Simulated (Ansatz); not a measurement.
# TaRu: the cost of one run

Program: Ansatz 0.2.0. Level of theory: DFT PBEsol, scalar-relativistic, plane waves, PAW. These are calculated values, not measurements.

5 further runs of the same task are left out: 5 set aside as unsound or not needed. Runs told in other sessions of the task aren't counted.

## Step 1: The structure to begin with

The structure is cubic, space group Pm-3m (No. 221). Conventional cell: a = 3.187 Å, b = 3.187 Å, c = 3.187 Å, α = 90.00°, β = 90.00°, γ = 90.00°. Ta (site symmetry m-3m) has 8 Ru at 2.76 Å in its first shell of neighbours. Ru (site symmetry m-3m) has 8 Ta at 2.76 Å in its first shell of neighbours.

Coordinates:

```cif
data_structure
_symmetry_space_group_name_H-M 'Pm-3m'
_symmetry_Int_Tables_number 221
_cell_length_a 3.1870
_cell_length_b 3.1870
_cell_length_c 3.1870
_cell_angle_alpha 90.000
_cell_angle_beta 90.000
_cell_angle_gamma 90.000
_cell_volume 32.37
loop_
_atom_site_label
_atom_site_type_symbol
_atom_site_symmetry_multiplicity
_atom_site_Wyckoff_symbol
_atom_site_fract_x
_atom_site_fract_y
_atom_site_fract_z
_atom_site_occupancy
Ta1 Ta 1 b 0.50000 0.50000 0.50000 1
Ru1 Ru 1 a 0.00000 0.00000 0.00000 1
```

The cell is the deposited one, not relaxed. At PBEsol, an earlier run found -11.05 GPa for this cell of 16.185 Å³/atom (10×10×10 mesh), no gap. The cell is stretched at this level.

## Step 2: Bands on a fine mesh, Fermi surface

input.yaml

```yaml
crystal:
  lattice:
    - [3.1870013061, 0.0, 0.0]
    - [0.0, 3.1870013061, 0.0]
    - [0.0, 0.0, 3.1870013061]
  atoms:
    - { symbol: Ta, position: [0.5, 0.5, 0.5] }
    - { symbol: Ru, position: [0.0, 0.0, 0.0] }
basis:
  ecutwfc: 420
  ecutrho_ratio: 4
kpoints:
  mp_grid: { grid: [10, 10, 10] }
hamiltonian:
  xc: pbesol
scf:
  occupations: { method: gaussian, width: 0.05 }
output:
  forces: true
  stress: true
  eigenvalues: true
  eigenstates:
    nscf_kmesh: { grid: [18, 18, 18] }
    de_dk: true
    e_range: [-2.5, 2.5]
  write_density: true
  write_potential: true
  elf: true
  volumetric_format: npy
```

Launch:

```console
$ ansatz run input.yaml --threads 4 --pin off --max-ram 9216MiB --backend cpu --events-out ev --progress --plain --runs-dir out
```

**Question.** How long does this run take on 4 threads of Arm Neoverse V2, shared host, and how much memory does it need?

About 1.9 s, with a peak of 0.37 GiB.
